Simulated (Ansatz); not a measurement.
# C3H12FHfN3: the cost of one run

The runs use Ansatz 0.2.0, Gaussian basis; one geometry, several basis sets.

The runs, in order: PBE0-D4/def2-SVP; ωB97M-V/def2-SVP; PBE0-D4/def2-QZVPP; ωB97M-V/def2-QZVPP; the functionals' def2-TZVPP values are taken from earlier runs.

## (1) Structure used throughout

All runs share one geometry, relaxed beforehand with PBE0-D4 in a triple-zeta def2 set. Hf takes the def2 core potential; no spin-orbit term is included.

SMILES `C[NH][Hf]([F])([NH]C)[NH]C`, 20 atoms, charge 0, spin multiplicity 1.

Atoms are counted from 1 here; the program's logs count them from 0.

Bond lengths: C1–N2 1.449 Å, C1–H9 1.097 Å, C1–H10 1.095 Å, C1–H11 1.097 Å, N2–Hf3 2.036 Å, N2–H12 1.011 Å, Hf3–F4 1.939 Å, Hf3–N5 2.036 Å, Hf3–N7 2.036 Å, N5–C6 1.449 Å, N5–H13 1.011 Å, C6–H14 1.097 Å, C6–H15 1.095 Å, C6–H16 1.097 Å, N7–C8 1.449 Å, N7–H17 1.011 Å, C8–H18 1.097 Å, C8–H19 1.097 Å and more. Angles: N2–C1–H9 112.4°, N2–C1–H10 110.3°, N2–C1–H11 112.7°, H9–C1–H10 106.6°, H9–C1–H11 107.8°, H10–C1–H11 106.6°, C1–N2–Hf3 125.8°, C1–N2–H12 111.5°, Hf3–N2–H12 122.5°, N2–Hf3–F4 111.8°, N2–Hf3–N5 107.1°, N2–Hf3–N7 107.1°, F4–Hf3–N5 111.7°, F4–Hf3–N7 111.7°, N5–Hf3–N7 107.1°, Hf3–N5–C6 125.9°, Hf3–N5–H13 122.5°, C6–N5–H13 111.5° and more.

## (2) PBE0-D4 in def2-SVP

in.yaml

```yaml
crystal:
  periodic: [false, false, false]
  atoms:
    - {symbol: C, position_ang: [2.097054, -0.412179, -2.249078]}
    - {symbol: N, position_ang: [1.712460, -0.288203, -0.857548]}
    - {symbol: Hf, position_ang: [-0.195974, -0.224073, -0.150423]}
    - {symbol: F, position_ang: [-1.332197, -1.526099, -1.029699]}
    - {symbol: N, position_ang: [-0.872671, 1.676454, -0.426736]}
    - {symbol: C, position_ang: [-2.254729, 2.105037, -0.351429]}
    - {symbol: N, position_ang: [-0.100757, -0.540714, 1.858754]}
    - {symbol: C, position_ang: [0.038660, -1.828977, 2.507244]}
    - {symbol: H, position_ang: [2.721238, 0.424501, -2.587337]}
    - {symbol: H, position_ang: [1.208269, -0.419534, -2.889326]}
    - {symbol: H, position_ang: [2.641174, -1.341752, -2.457383]}
    - {symbol: H, position_ang: [2.518106, -0.301979, -0.247468]}
    - {symbol: H, position_ang: [-0.263994, 2.434468, -0.703075]}
    - {symbol: H, position_ang: [-2.631938, 2.489764, -1.307032]}
    - {symbol: H, position_ang: [-2.898699, 1.262555, -0.076955]}
    - {symbol: H, position_ang: [-2.411945, 2.881461, 0.407866]}
    - {symbol: H, position_ang: [-0.213095, 0.203701, 2.532999]}
    - {symbol: H, position_ang: [-0.826801, -2.085595, 3.130626]}
    - {symbol: H, position_ang: [0.934749, -1.886093, 3.137993]}
    - {symbol: H, position_ang: [0.131080, -2.622725, 1.757997]}
basis:
  gaussian: {orbitals: def2-SVP}
hamiltonian: {xc: pbe0, dispersion: d4}
output: {orbitals: {seedname: orbitals}}
```

Run with:

```sh
ansatz run in.yaml --threads 4 --pin off --events-out ev --progress --plain --max-ram 46080MiB --backend cpu
```

Q: Estimate wall time and peak memory on 4 threads of AMD EPYC 7R13, shared host.

About 3.1 s, with a peak of 0.75 GiB.
